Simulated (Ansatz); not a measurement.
# H3NO (hydroxylamine): CAM-B3LYP/STO-3G

What is the electronic atomisation energy of H3NO (hydroxylamine) at CAM-B3LYP/STO-3G? 

Program for the calculation: Ansatz 0.2.0.

45 further runs of the same task are left out: 2 that didn't finish, 43 set aside as unsound or not needed.

## Step 1: The system as given

H3NO: 5 atoms, total charge 0, spin state singlet. As SMILES, `NO`. Geometry: relaxed at PBE0-D4/def2-TZVP. This is one conformer, not always the lowest.

Bond lengths: N1–O2 1.422 Å, N1–H3 1.016 Å, N1–H4 1.016 Å, O2–H5 0.960 Å. Angles: N1–O2–H5 102.8°, O2–N1–H3 104.5°, O2–N1–H4 104.5°, H3–N1–H4 106.0°.

## Step 2: A single-point energy at CAM-B3LYP/STO-3G

Contents of in.yaml:

```yaml
crystal:
  periodic: [false, false, false]
  atoms:
    - {symbol: N, position_ang: [-0.165120, -0.361290, -0.321170]}
    - {symbol: O, position_ang: [0.364460, 0.666040, 0.508060]}
    - {symbol: H, position_ang: [-0.162690, -1.190020, 0.266770]}
    - {symbol: H, position_ang: [-1.141650, -0.109840, -0.446210]}
    - {symbol: H, position_ang: [1.105010, 0.995100, -0.007440]}
basis:
  gaussian: {orbitals: STO-3G}
hamiltonian: {xc: {name: CAM-B3LYP}}
accuracy: high
```

The run is started by

```sh
$ ansatz run in.yaml --threads 1 --pin off --max-ram 3480MiB --events-out events.jsonl --progress --plain --runs-dir runs
```

Log:

```text
Warning: RAYON_NUM_THREADS=1 ignored (pool sized by the plan → 1); use --threads N
Functional definition: CAM-B3LYP
  name "CAM-B3LYP"
  parameter alpha = 0.19
  parameter beta = 0.46
  parameter omega = 0.33/bohr
  parameter ac = 0.81
  exchange = (1 - alpha - beta)*b88_x + beta*b88_x_sr(omega) + alpha*exact_x + beta*exact_x_lr(omega)
  correlation = (1 - ac)*vwn5_c + ac*lyp_c
209 factors; integrals over basis functions are off by at most 2.3e-8 eV
125 factors; integrals over basis functions are off by at most 6.0e-10 eV
mean field evaluation 1: about -3532.9759 eV, gradient 1.0e1 eV
mean field evaluation 2: about -3533.3484 eV, gradient 4.7e0 eV
mean field evaluation 4: about -3533.4121 eV, gradient 3.0e-1 eV
mean field evaluation 8: about -3533.4019 eV, gradient 2.5e-4 eV
mean field evaluation 16: about -3533.4019 eV, gradient 1.9e-8 eV
mean field -3533.40191816 eV, -129.8501254667 hartree, gradient 1.9e-8 eV, S^2 0.000000; 0 other end points of the search recorded, 0 dependent functions left out
reference -3533.40192971 eV, -129.8501258909 hartree; 9, 9 occupied and 4, 4 virtual orbitals, 209 factors
Total energy: -3533.40192971 eV, -129.8501258909 hartree
```

It took 0.75 s on 1 thread of Arm Neoverse V1, shared host.

## Step 3: The H atom, same level

Contents of job.yaml:

```yaml
basis:
  gaussian: {orbitals: STO-3G}
crystal:
  periodic: [false, false, false]
  atoms:
    - {symbol: H, position_ang: [0.000000, 0.000000, 0.000000]}
magnetization: {spin_polarized: true, initial_magnetization: 1}
hamiltonian: {xc: {name: CAM-B3LYP}}
accuracy: high
```

The run is started by

```sh
$ ansatz run job.yaml --threads 1 --pin off --max-ram 3480MiB --events-out events.jsonl --progress --plain --runs-dir runs
```

Log (excerpt; [...] marks lines left out):

```text
Warning: RAYON_NUM_THREADS=1 ignored (pool sized by the plan → 1); use --threads N
[... 8 set-up lines as earlier in the session ...]
1 factors; integrals over basis functions are off by at most 4.6e-10 eV
1 factors; integrals over basis functions are off by at most 3.0e-10 eV
mean field evaluation 1: about -12.5879 eV, gradient 0.0e0 eV
mean field evaluation 2: about -12.5879 eV, gradient 0.0e0 eV
mean field -12.58793461 eV, -0.4625980644 hartree, gradient 0.0e0 eV, S^2 0.750000; 0 other end points of the search recorded, 0 dependent functions left out
reference -12.58794100 eV, -0.4625982992 hartree; 1, 0 occupied and 0, 1 virtual orbitals, 1 factors
Total energy: -12.58794100 eV, -0.4625982992 hartree
```

Run time: 0.12 s. Hardware: 1 thread of Arm Neoverse V1, shared host.

## Step 4: The N atom at the same level

Contents of input.yaml:

```yaml
crystal:
  periodic: [false, false, false]
  atoms:
    - {symbol: "N", position_ang: [0.000000, 0.000000, 0.000000]}
basis:
  gaussian:
    orbitals: STO-3G
magnetization:
  spin_polarized: true
  initial_magnetization: 3
hamiltonian:
  xc: {name: CAM-B3LYP}
accuracy: high
```

Run the same way, it converges to -53.86224 Eh (log not shown).

## Step 5: The O atom

Contents of run.yaml:

```yaml
crystal:
  periodic: [false, false, false]
  atoms:
    - symbol: O
      position_ang: [0.000000, 0.000000, 0.000000]
basis:
  gaussian: {orbitals: STO-3G}
magnetization: {spin_polarized: true, initial_magnetization: 2}
hamiltonian: {xc: {name: CAM-B3LYP}}
accuracy: high
```

Run the same way, it converges to -74.00745 Eh (log not shown).

## Step 6: Summary of results

At CAM-B3LYP/STO-3G:

| quantity | value |
| --- | --- |
| molecule: total energy | -129.85013 Eh |
| H atom: total energy | -0.46260 Eh |
| H atom: ⟨S²⟩ | 0.750 |
| N atom: total energy | -53.86224 Eh |
| N atom: ⟨S²⟩ | 3.750 |
| O atom: total energy | -74.00745 Eh |
| O atom: ⟨S²⟩ | 2.000 |
| electronic atomisation energy | 16.127 eV |

In words: Taking the molecule apart into free atoms costs 16.13 eV (1556 kJ/mol), before zero-point energy and without spin-orbit coupling. In a minimal basis such a difference can be off by several eV, whatever the method.
